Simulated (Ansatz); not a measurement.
MnPt2 in Ansatz: the effect of functional

MnPt2:

```
Pt Mn
1.0
     2.80005    0.00000    0.00000
    -1.40003    2.42492    0.00000
     0.00000    0.00000    6.39915
Pt Mn
2 1
Direct
  0.66667 0.33333 0.31621
  0.33333 0.66667 0.68379
  0.00000 0.00000 0.00000
```

The cell comes from a database or a generator and needn't be the stable form of this composition.

The cell isn't the ideal one: volume scaled by 0.94.

Alike in all runs:

| Quantity | Value |
| --- | --- |
| Program | Ansatz 0.2.0 |
| Task | single point |
| Potentials or basis | Ansatz PAW |
| k mesh | 11 × 11 × 4 |
| Occupations | fermi-dirac, width 0.05 eV |
| Spin | collinear spin, ferromagnetic start |
| Starting moments | [0.0, 0.0, 4.0] μB |

| functional | cutoff | pressure (GPa) | moment (μB) | largest force (eV/Å) |
| --- | --- | --- | --- | --- |
| LDA | 420 eV (not typed: the program's choice for these potentials) | ? | ? | ? |
| PBEsol | 420 eV (not typed: the program's choice for these potentials) | 1.7 | 4.14 | 0.14 |
| r2SCAN | 500 eV (not typed: the program's choice for these potentials) | 11.6 | 4.78 | 0.19 |

Q: What does the run with functional LDA give?

A: Pressure -5.9 GPa; moment 3.89 μB; largest force 0.02 eV/Å.

Caveats: the PAW data sets come from PBE, with cores solved anew for the run's functional, which leaves a small shift of forces and pressure; the magnetic or orbital state may not be the lowest (some runs).
